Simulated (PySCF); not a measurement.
# C4H12O2Si: NMR shifts and electronic excitations in gas and solvents, part 2 of 2

PySCF 2.14.0. Atoms count from 0.

## 8. TDDFT and polarisability: wB97X-D/def2-SVPD

The job: settings as JSON, then the geometry in Å.

```
{"job": {"kind": "uv", "xc": "wB97X-D", "basis": "def2-SVPD", "dynamic": true, "nstates": 6, "ntriplets": 0}, "charge": 0, "multiplicity": 1}
C      2.517243     0.651111    -0.586884
O      1.553358    -0.322798    -0.869250
Si     0.046448    -0.378896    -0.179942
C     -0.893054    -1.713165    -1.071366
C      0.153163    -0.690829     1.661746
O     -0.616031     1.132583    -0.443809
C     -1.835147     1.592448     0.052073
H      2.915873     0.555061     0.440710
H      2.114440     1.672348    -0.703490
H      3.360296     0.531007    -1.284919
H     -0.950462    -1.487823    -2.146930
H     -1.918227    -1.817331    -0.683259
H     -0.386390    -2.683515    -0.952384
H      0.672920    -1.639825     1.866623
H      0.704619     0.116059     2.169604
H     -0.846181    -0.752511     2.121684
H     -2.692214     1.000607    -0.322142
H     -1.874491     1.578172     1.157984
H     -1.986567     2.634130    -0.272327
```

Method: TDDFT wB97X-D/def2-SVPD, vertical, gas phase, core orbitals frozen in the response.

Log:

```text
coarse grid: 15584 points
cycle   1  E = -599.0348105047  dE =  6.492e-01  |g| = 8.733e-01  |ddm| = 5.823e+00
cycle   2  E = -598.9909315771  dE =  4.388e-02  |g| = 1.037e+00  |ddm| = 2.255e+00
cycle   3  E = -599.1834548808  dE = -1.925e-01  |g| = 6.582e-02  |ddm| = 1.034e+00
cycle   4  E = -599.1843584519  dE = -9.036e-04  |g| = 2.749e-02  |ddm| = 1.416e-01
cycle   5  E = -599.1845537874  dE = -1.953e-04  |g| = 3.899e-03  |ddm| = 5.716e-02
cycle   6  E = -599.1845579095  dE = -4.122e-06  |g| = 1.277e-03  |ddm| = 1.455e-02
final grid: 143640 points
cycle   7  E = -599.2777183725  dE = -1.089e-04  |g| = 3.476e-03  |ddm| = 1.372e-01
cycle   8  E = -599.2777209916  dE = -2.619e-06  |g| = 2.290e-03  |ddm| = 2.248e-02
cycle   9  E = -599.2777219031  dE = -9.115e-07  |g| = 8.576e-04  |ddm| = 3.578e-03
cycle  10  E = -599.2777220457  dE = -1.426e-07  |g| = 2.668e-04  |ddm| = 1.859e-03
cycle  11  E = -599.2777220622  dE = -1.653e-08  |g| = 4.406e-05  |ddm| = 5.722e-04
cycle  12  E = -599.2777220630  dE = -7.467e-10  |g| = 1.143e-05  |ddm| = 1.632e-04
converged SCF energy = -599.2777220630

Static polarisability (au): isotropic 81.007, principal 77.400 80.547 85.074

Singlet excitations
state   eV       nm        f      main configurations
  1   7.5951    163.2   0.00995   H->L 0.83
  2   7.9263    156.4   0.00166   H-1->L 0.60, H->L+1 0.12
  3   8.3792    148.0   0.00276   H-2->L 0.59
  4   8.4565    146.6   0.04443   H-3->L 0.27, H->L+2 0.17, H->L+3 0.14
  5   8.5568    144.9   0.00710   H->L+1 0.36, H->L+4 0.17, H->L+3 0.11
  6   8.6382    143.5   0.02252   H->L+2 0.35, H-3->L 0.12
```

Run time: 2.4 min. Hardware: 1 thread, shared host.

The orbitals next to the gap, with their largest atomic shares:

```csv
orbital,eV,atoms
HOMO−3,-10.56,"O1 36 %, O5 18 %, C0 12 %"
HOMO−2,-10.49,"O5 38 %, O1 17 %, C6 10 %"
HOMO−1,-9.94,"O1 40 %, O5 21 %, C0 11 %"
HOMO,-9.58,"O5 28 %, C4 15 %, O1 14 %"
LUMO,2.05,"Si2 17 %, C6 11 %, C4 11 %"
LUMO+1,2.78,"C0 20 %, C6 11 %, H7 9 %"
LUMO+2,2.93,"C6 14 %, C3 12 %, H18 8 %"
```

With each of the 6 states as a Gaussian band of 0.4 eV half-width at 1/e, the curve within the window shown has maxima at 146 nm (ε 3,000) L/(mol cm). Beyond the last state computed it falls off for lack of states. The curve at chosen wavelengths:

```tsv
nm	ε (L/mol/cm)
139	1073
141	1803
142	2175
144	2769
145	2932
147	2923
148	2762
150	2233
151	1922
153	1337
154	1096
156	753
157	647
159	533
160	507
162	480
163	467
165	426
166	397
168	325
169	285
171	207
172	171
174	110
175	86
177	50
```

Ground-state properties from the same run:

| property | computed |
| --- | --- |
| dipole moment (D) | 1.62 |
| polarisability (Å³) | 12.00 |
| HOMO–LUMO gap (eV) | 11.63 |
| −ε(HOMO) (eV) | 9.58 |
| C6 with itself (au) | 2900 |

## 9. Excited states and response: wB97X-D/def2-SVPD in chloroform

Same as in step 8 but for these lines:

```diff
@@ -1,2 +1,2 @@
-{"job": {"kind": "uv", "xc": "wB97X-D", "basis": "def2-SVPD", "dynamic": true, "nstates": 6, "ntriplets": 0}, "charge": 0, "multiplicity": 1}
+{"job": {"kind": "uv", "xc": "wB97X-D", "basis": "def2-SVPD", "solvent": "chloroform", "nstates": 6, "ntriplets": 0}, "charge": 0, "multiplicity": 1}
 C      2.517243     0.651111    -0.586884
```

Level: TDDFT wB97X-D/def2-SVPD, vertical, IEF-PCM chloroform (non-equilibrium linear response), core orbitals frozen in the response.

Log:

```text
coarse grid: 15584 points
cycle   1  E = -599.0456825940  dE =  6.388e-01  |g| = 8.599e-01  |ddm| = 5.822e+00
cycle   2  E = -599.0117979291  dE =  3.388e-02  |g| = 9.981e-01  |ddm| = 2.211e+00
cycle   3  E = -599.1882192913  dE = -1.764e-01  |g| = 6.291e-02  |ddm| = 9.957e-01
cycle   4  E = -599.1890630773  dE = -8.438e-04  |g| = 2.620e-02  |ddm| = 1.368e-01
cycle   5  E = -599.1892403674  dE = -1.773e-04  |g| = 3.748e-03  |ddm| = 5.696e-02
cycle   6  E = -599.1892443623  dE = -3.995e-06  |g| = 1.131e-03  |ddm| = 1.444e-02
final grid: 143640 points
cycle   7  E = -599.2823640996  dE = -1.088e-04  |g| = 3.387e-03  |ddm| = 1.370e-01
cycle   8  E = -599.2823667807  dE = -2.681e-06  |g| = 2.067e-03  |ddm| = 2.231e-02
cycle   9  E = -599.2823675402  dE = -7.595e-07  |g| = 8.371e-04  |ddm| = 3.507e-03
cycle  10  E = -599.2823676776  dE = -1.373e-07  |g| = 2.631e-04  |ddm| = 1.816e-03
cycle  11  E = -599.2823676933  dE = -1.573e-08  |g| = 4.387e-05  |ddm| = 5.597e-04
cycle  12  E = -599.2823676941  dE = -8.242e-10  |g| = 1.082e-05  |ddm| = 1.699e-04
converged SCF energy = -599.2823676941

Static polarisability (au): isotropic 97.728, principal 94.603 97.491 101.089

Singlet excitations
state   eV       nm        f      main configurations
  1   7.6481    162.1   0.01766   H->L 0.83
  2   7.9566    155.8   0.00220   H-1->L 0.64, H->L+1 0.08
  3   8.4140    147.4   0.00404   H-2->L 0.62
  4   8.4787    146.2   0.04773   H-3->L 0.31, H->L+3 0.19, H->L+2 0.14
  5   8.5775    144.5   0.00565   H->L+1 0.33, H->L+3 0.15, H->L+5 0.12
  6   8.6849    142.8   0.02121   H->L+2 0.32, H-3->L 0.16
```

It took 2.2 min on 1 thread, shared host.

This run: HOMO -9.56 eV, LUMO 2.14 eV; lowest singlet 7.65 eV.

## 10. TDDFT and polarisability: wB97X-D/def2-SVPD in methanol

Same as in step 9 but for these lines:

```diff
@@ -1,2 +1,2 @@
-{"job": {"kind": "uv", "xc": "wB97X-D", "basis": "def2-SVPD", "solvent": "chloroform", "nstates": 6, "ntriplets": 0}, "charge": 0, "multiplicity": 1}
+{"job": {"kind": "uv", "xc": "wB97X-D", "basis": "def2-SVPD", "solvent": "methanol", "nstates": 6, "ntriplets": 0}, "charge": 0, "multiplicity": 1}
 C      2.517243     0.651111    -0.586884
```

Method: TDDFT wB97X-D/def2-SVPD, vertical, IEF-PCM methanol (non-equilibrium linear response), core orbitals frozen in the response.

Log:

```text
coarse grid: 15584 points
cycle   1  E = -599.0496975350  dE =  6.349e-01  |g| = 8.555e-01  |ddm| = 5.822e+00
cycle   2  E = -599.0185428808  dE =  3.115e-02  |g| = 9.863e-01  |ddm| = 2.201e+00
cycle   3  E = -599.1902324825  dE = -1.717e-01  |g| = 6.207e-02  |ddm| = 9.860e-01
cycle   4  E = -599.1910615315  dE = -8.290e-04  |g| = 2.584e-02  |ddm| = 1.352e-01
cycle   5  E = -599.1912337903  dE = -1.723e-04  |g| = 3.700e-03  |ddm| = 5.698e-02
cycle   6  E = -599.1912377935  dE = -4.003e-06  |g| = 1.099e-03  |ddm| = 1.464e-02
final grid: 143640 points
cycle   7  E = -599.2843400675  dE = -1.087e-04  |g| = 3.366e-03  |ddm| = 1.369e-01
cycle   8  E = -599.2843427670  dE = -2.700e-06  |g| = 2.010e-03  |ddm| = 2.226e-02
cycle   9  E = -599.2843434945  dE = -7.274e-07  |g| = 8.296e-04  |ddm| = 3.505e-03
cycle  10  E = -599.2843436303  dE = -1.359e-07  |g| = 2.629e-04  |ddm| = 1.812e-03
cycle  11  E = -599.2843436460  dE = -1.571e-08  |g| = 4.441e-05  |ddm| = 5.619e-04
cycle  12  E = -599.2843436469  dE = -8.940e-10  |g| = 1.107e-05  |ddm| = 1.769e-04
converged SCF energy = -599.2843436469

Static polarisability (au): isotropic 105.602, principal 102.973 105.463 108.371

Singlet excitations
state   eV       nm        f      main configurations
  1   7.6678    161.7   0.01932   H->L 0.83
  2   7.9662    155.6   0.00212   H-1->L 0.66
  3   8.4302    147.1   0.00446   H-2->L 0.60
  4   8.4900    146.0   0.04036   H-3->L 0.33, H->L+3 0.20, H->L+2 0.13
  5   8.5925    144.3   0.00228   H->L+1 0.33, H->L+3 0.17, H->L+5 0.12
  6   8.7065    142.4   0.01918   H->L+2 0.32, H-3->L 0.20
```

It took 2.1 min on 1 thread, shared host.

This run: HOMO -9.57 eV, LUMO 2.14 eV; lowest singlet 7.67 eV.

## 11. Side by side: NMR shifts

Shifts (ppm), means over like atoms, with basis size and wall time (the measured row can stand on another reference than the computed rows):

| run | C0 | C3 | H7 | H10 | O1 | Si2 | functions | time |
| --- | --- | --- | --- | --- | --- | --- | --- | --- |
| PBE0/pcSseg-1 in chloroform | 51.4 | -4.5 | 3.58 | 0.06 | 32.5 | 6.3 | 186 | 88 s |
| PBE0/pcSseg-1 in methanol | 51.8 | -4.4 | 3.61 | 0.09 | 33.6 | 7.0 | 186 | 77 s |
| PBE0/pcSseg-1 in tetrahydrofuran | 51.6 | -4.5 | 3.59 | 0.07 | 33.0 | 6.6 | 186 | 74 s |
| WP04/pcSseg-1 in chloroform | 53.5 | -3.5 | 3.41 | 0.10 | 26.0 | -9.5 | 186 | 71 s |
| wB97X-D/pcSseg-1 in chloroform | 51.6 | -4.0 | 3.56 | 0.07 | 28.1 | 6.5 | 186 | 92 s |
| measured | – | – | – | – | – | -2.0 | – | – |

Measured: liquid, neat; T. M. Alam, M. Henry, Phys. Chem. Chem. Phys. (a906445a), supplement.

## 12. Run by run: electronic excitations

Excitations and ground-state properties, with basis size and wall time:

```
                            run  lowest singlet (eV)  brightest (eV)      f  gap (eV)  α (Å³)  μ (D)  functions     time
              wB97X-D/def2-SVPD                 7.60            8.46  0.044     11.63   12.00   1.62        246  2.4 min
wB97X-D/def2-SVPD in chloroform                 7.65            8.48  0.048     11.70   14.48   2.07        246  2.2 min
  wB97X-D/def2-SVPD in methanol                 7.67            8.49  0.040     11.71   15.65   2.30        246  2.1 min
```

The continuum's effect on the ground state:

| solvent | ε | polarisation energy (Eh) | μ (D) |
| --- | --- | --- | --- |
| chloroform | 4.71 | -0.0052 | 2.07 |
| methanol | 32.61 | -0.0078 | 2.30 |

## 13. Outcome

This closing draws on all 2 parts.

```
                                                                           quantity                        value
                                                                        point group                           C1
                                               rotational constants (main isotopes)         2.39, 1.67, 1.44 GHz
13C shifts against TMS (PBE0/pcSseg-1, chloroform, means over atoms taken as alike)               51.4, -4.5 ppm
 1H shifts against TMS (PBE0/pcSseg-1, chloroform, means over atoms taken as alike)               3.58, 0.06 ppm
17O shifts against H2O (PBE0/pcSseg-1, chloroform, means over atoms taken as alike)                     32.5 ppm
                                29Si shifts against TMS (PBE0/pcSseg-1, chloroform)                      6.3 ppm
                                           measured, and computed on the same scale          Si2 δ -2.0, 6.3 ppm
                                                 lowest singlet (wB97X-D/def2-SVPD)  7.60 eV (163 nm), f = 0.010
                                           brightest single state of those computed  state 4, 8.46 eV, f = 0.044
                                      range of the shift of O1 (PBE0/pcSseg-1 runs)             32.5 to 33.6 ppm
                                                        range of the lowest singlet              7.60 to 7.67 eV
```

In words: Relaxing lowered the energy by 0.130 eV in 8 steps; the close pair that moved most is Si2–C4, from 1.911 to 1.871 Å. No frequency check was run at this level, so the end point may be a saddle. C0, C6 (mean) (methyl carbon bonded to O) lies farthest downfield among carbon, at 51.4 ppm; pulled downfield by the heteroatom. H7, H8, H9, H16, H17, H18 (mean) (hydrogen on a methyl carbon bonded to O) lies farthest downfield among hydrogen, at 3.58 ppm; its carbon carries O, an electronegative neighbour. At PBE0/pcSseg-1: The largest span, 104 ppm, is at O1, O5, where the paramagnetic term is -93 ppm. The one measured 29Si shift is missed by +8.2 ppm (computed less measured, unscaled). Vibration and temperature are missing from the calculation, and it holds one conformer, so part of the miss against the measured shifts is not the functional's. The first singlet state (HOMO→LUMO 0.83) lies at 7.60 eV and is weak; of the 6 states computed, the strongest absorption comes from state 4 at 8.46 eV. At one level, PBE0/pcSseg-1: Across the 3 runs the shift of O1 (with its like atoms) moves most, between 32.5 (PBE0/pcSseg-1 in chloroform) and 33.6 ppm (PBE0/pcSseg-1 in methanol). The lowest singlet runs from 7.60 eV (wB97X-D/def2-SVPD) to 7.67 eV (wB97X-D/def2-SVPD in methanol), while the orbital gap spans 11.63 to 11.71 eV. The lowest state need not be the same one in every run. The continuum holds electrostatics alone: no hydrogen bonds to the solvent, and the gas-phase geometry is kept.
